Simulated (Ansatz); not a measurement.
# LaF2: the cost of one run

Method: DFT PBE, scalar-relativistic, plane waves, PAW, in Ansatz 0.2.0.

### Step 1. The system as given

Symmetry: Immm, No. 71, orthorhombic system. Conventional cell: a = 4.682 Å, b = 5.140 Å, c = 5.253 Å, α = 90.00°, β = 90.00°, γ = 90.00°. La (site symmetry mmm) has 2 F at 1.86 Å as nearest neighbours. Around F (site symmetry mm2) lie 1 F at 1.53 Å and 1 La at 1.86 Å.

Coordinates:

```cif
data_structure
_symmetry_space_group_name_H-M 'Immm'
_symmetry_Int_Tables_number 71
_cell_length_a 4.6822
_cell_length_b 5.1405
_cell_length_c 5.2533
_cell_angle_alpha 90.000
_cell_angle_beta 90.000
_cell_angle_gamma 90.000
_cell_volume 126.44
loop_
_atom_site_label
_atom_site_type_symbol
_atom_site_symmetry_multiplicity
_atom_site_Wyckoff_symbol
_atom_site_fract_x
_atom_site_fract_y
_atom_site_fract_z
_atom_site_occupancy
La1 La 2 d 0.00000 0.50000 0.00000 1
F1 F 4 j 0.00000 0.50000 0.35410 1
```

Recipe of the guess: random cell by space group and Wyckoff sites (Immm, No. 71). The dimensions are guesses.

### Step 2. Probe: one point on a coarse mesh

Contents of input.yaml:

```yaml
crystal:
  lattice:
    - [-2.34111957, 2.57023193, 2.62663662]
    - [2.34111957, -2.57023193, 2.62663662]
    - [2.34111957, 2.57023193, -2.62663662]
  atoms:
    - { symbol: La, position: [0.5, 0.0, 0.5] }
    - { symbol: F, position: [0.85409638, 0.35409638, 0.5] }
    - { symbol: F, position: [0.14590362, 0.64590362, 0.5] }
basis:
  ecutwfc: 420
kpoints:
  mp_grid: { grid: [6, 6, 6] }
hamiltonian:
  xc: pbe
scf:
  occupations: { method: gaussian, width: 0.1 }
  lower_state_search: "off"
output:
  forces: true
  stress: true
  eigenvalues: true
```

Started as:

```sh
$ ansatz run input.yaml --threads 1 --pin off --max-ram 2560MiB --backend cpu --events-out ev --progress --plain --runs-dir out
```

Q: Estimate wall time and peak memory on 1 thread of Intel Xeon at 2.70GHz, shared host.

About 3.1 s, with a peak of 0.37 GiB.
